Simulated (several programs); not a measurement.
# Many methods on one cell: Na₂IBr (ordering on rocksalt)

Na₂IBr, ordered on the rocksalt lattice (R-3m) with 4 atoms a cell, relaxed with r2SCAN in Ansatz, was computed with several methods. Space group R-3m (No. 166), trigonal; conventional cell a = 4.392 Å, c = 21.491 Å, 29.92 Å³ an atom. Around Br lie 6 Na at 3.03 Å; around I lie 6 Na at 3.18 Å; around Na lie 3 Br at 3.03 Å and 3 I at 3.18 Å. Spin-unpolarised throughout. Whether this structure exists isn't addressed.

```
Br I Na
1.0
     2.19624    1.26800    7.16364
    -2.19624    1.26800    7.16364
     0.00000   -2.53600    7.16364
Br I Na
1 1 2
Direct
  0.00000 0.00000 0.00000
  0.50000 0.50000 0.50000
  0.25626 0.25626 0.25626
  0.74374 0.74374 0.74374
```

Gaps and times are for a single point on this cell; volume and bulk modulus come from each method's own relaxation or energy curve at fixed shape, which is too stiff where a cell has free coordinates or axes. Times are rough, from shared hosts (Arm Neoverse V2), and each method has its own mesh and cell size. A double dagger marks a value from a curve with shape and coordinates held. PM6 (MOPAC), PM7 (MOPAC), GFN1-xTB (tblite), GFN2-xTB (tblite) treat a cluster of cells at its zone centre, which samples few k points: where these miss a band edge, the gap comes out too large for that reason alone. Gaps from k meshes are read at a limited set of points (mesh, symmetry points, PBE's band edges), so each method's own least gap may be somewhat smaller. Force fields have no electrons; where one was fitted to this phase, its volume and modulus reflect the fit. xTB and the PM methods were fitted mostly to molecules, and can miss a solid's gap by electronvolts. Minimal bases can be far off for gaps. Times of the plane-wave rungs are withheld (a dash), since they come from other jobs, hosts and meshes; the meshes of hybrids and Hartree-Fock don't converge their gaps to the digits shown. GLLB-SC's gap includes the derivative discontinuity. G0W0 is at finite bands, cutoff and mesh. d marks a direct gap, i an indirect one (no mark: not told apart), a dash a value that wasn't computed or didn't pass its checks.

```tsv
method	kind	gap (eV)	own volume (Å³/atom)	bulk modulus (GPa)	atoms computed	processor time
ffield.eim (LAMMPS)	force field	–	–	–	4	0.12 s
light PBE (260 eV, its own mesh)	light plane-wave	3.33 d	–	–	4	1.5 s
GFN1-xTB (tblite)	tight binding	1.81	30.34‡	21‡	cluster	4.7 s
GFN2-xTB (tblite)	tight binding	7.00	–	–	cluster	7 s
PM7 (MOPAC)	semi-empirical	13.82	28.77‡	59‡	cluster	7.2 s
PM6 (MOPAC)	semi-empirical	7.18	–	–	cluster	9 s
PBE/single zeta (GPAW)	small basis	3.25 d	–	–	4	21 s
r2SCAN	semilocal	4.05 d	29.92	19‡	4	–
PBE	semilocal	3.33 d	31.03	17‡	4	–
PBE/SZV (CP2K)	small basis	3.01 d	–	–	4	34 s
PBE/DZVP (CP2K)	small basis	3.30 d	–	–	4	47 s
GLLB-SC (GPAW)	model potential	6.36	–	–	4	79 s
PBE+SOC	semilocal	2.99 d	–	–	4	–
G0W0@PBE (120 eV screening cutoff)	many-body	5.41	–	–	4	–
```

Against r2SCAN (4.05 eV) the nearest gap at the points sampled is that of PBE (-0.72 eV) and the farthest that of PM7 (MOPAC) (+9.77 eV). r2SCAN is only a yardstick of convenience: semilocal gaps usually lie below measured ones, which GLLB-SC and hybrids aim to mend.

Volumes against r2SCAN's: PBE +3.7 %.

Only the rows marked +SOC include spin-orbit coupling.
